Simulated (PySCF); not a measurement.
# CH7GeNSi2: the cost of one run

Programs: PySCF 2.14.0, with density-fitted response routines of our own. Each step states its level of theory. These are calculated values for one molecule in the gas phase, unless marked as measured. Atoms are numbered from 0 throughout.

**1. The molecule as given**

12 atoms, charge 0, multiplicity 1; geometry from: GFN2-xTB. The atoms were then displaced at random by about 0.01 Å, so the start is not that level's minimum.

Bonds of the start (Å): N0–C1 1.13, C1–Si2 1.86, Si2–Si3 2.37, Si2–Ge4 2.34, Si2–H5 1.48, Si3–H6 1.47, Si3–H7 1.45, Si3–H8 1.44, Ge4–H9 1.51, Ge4–H10 1.48, Ge4–H11 1.50.

**2. Geometry optimisation at PBE0-D3(BJ)/def2-SVP**

The job: settings as JSON, then the geometry in Å.

```
{"job": {"xc": "PBE0", "basis": "def2-SVP", "d3": "d3bj", "grid": 1, "shake": 0.01, "kind": "geom"}, "charge": 0, "multiplicity": 1}
N      0.180900     3.151140    -0.683100
C      0.107430     2.141070    -0.190080
Si     0.031000     0.439160     0.568090
Si     2.016770    -0.718330    -0.006210
Ge    -1.968370    -0.502280    -0.198390
H     -0.094270     0.770040     2.004290
H      1.950580    -2.060390     0.595690
H      3.202460    -0.039990     0.475610
H      2.089190    -0.875650    -1.434590
H     -2.211250    -1.871550     0.380000
H     -2.044510    -0.709070    -1.661430
H     -3.220240     0.247570     0.141090
```

Started as:

```
> OMP_NUM_THREADS=1 python probes_run.py task.json out
```

One launch serves the whole session: the jobs run in the order shown.

**Question.** How long does this first job take on 1 thread of Arm Neoverse V2, shared host, and how much memory does it need?

About 48 s, with a peak of 0.52 GiB.
